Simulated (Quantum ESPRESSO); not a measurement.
NbTe2:

```
CELL_PARAMETERS angstrom
0.00000 3.41538 3.41538
3.41538 0.00000 3.41538
3.41538 3.41538 0.00000
ATOMIC_POSITIONS crystal
Nb 0.00000 0.00000 0.00000
Te 0.25000 0.25000 0.25000
Te 0.75000 0.75000 0.75000
```

Measurements of this composition are mostly on another form, of space group No. 12.

Alike in all runs: program Quantum ESPRESSO 7.5; functional LDA; potentials or basis GBRV 1.5 LDA; cutoff 612 eV; density cutoff 4898 eV; k mesh 5 × 5 × 5; occupations gaussian, width 0.05 eV; hubbard terms Nb d U = 5 eV.

Question: Only the start or the spin constraint differs. Which run ends lowest in energy?
A. collinear spin, zero start; state nm spin; fixed moment 0; occupations atomic
B. collinear spin, ferromagnetic start of up to 1 μB; state fm; occupations atomic
C. no spin polarisation; state nm; occupations atomic

Answer: B.

```csv
start,free energy over the lowest (meV/atom),net moment (μB),site or absolute moments (μB),gap
"collinear spin, ferromagnetic start of up to 1 μB; state fm; occupations atomic",0.0,2.10,Nb +1.72; Te -0.09,none (metal or under the smearing width)
no spin polarisation; state nm; occupations atomic,630.3,-,-,none (metal or under the smearing width)
"collinear spin, zero start; state nm spin; fixed moment 0; occupations atomic",630.3,0.00,-,-
```

Allowing spin polarisation gains 630 meV/atom. Runs with fixed or held moments lie higher by the price of the constraint. A still lower state may exist.

Caveats: the U is typed as a test and isn't derived for this compound; the total moment is fixed, so each spin has its own Fermi level (some runs); U without spin polarisation on a metal has little footing (some runs).
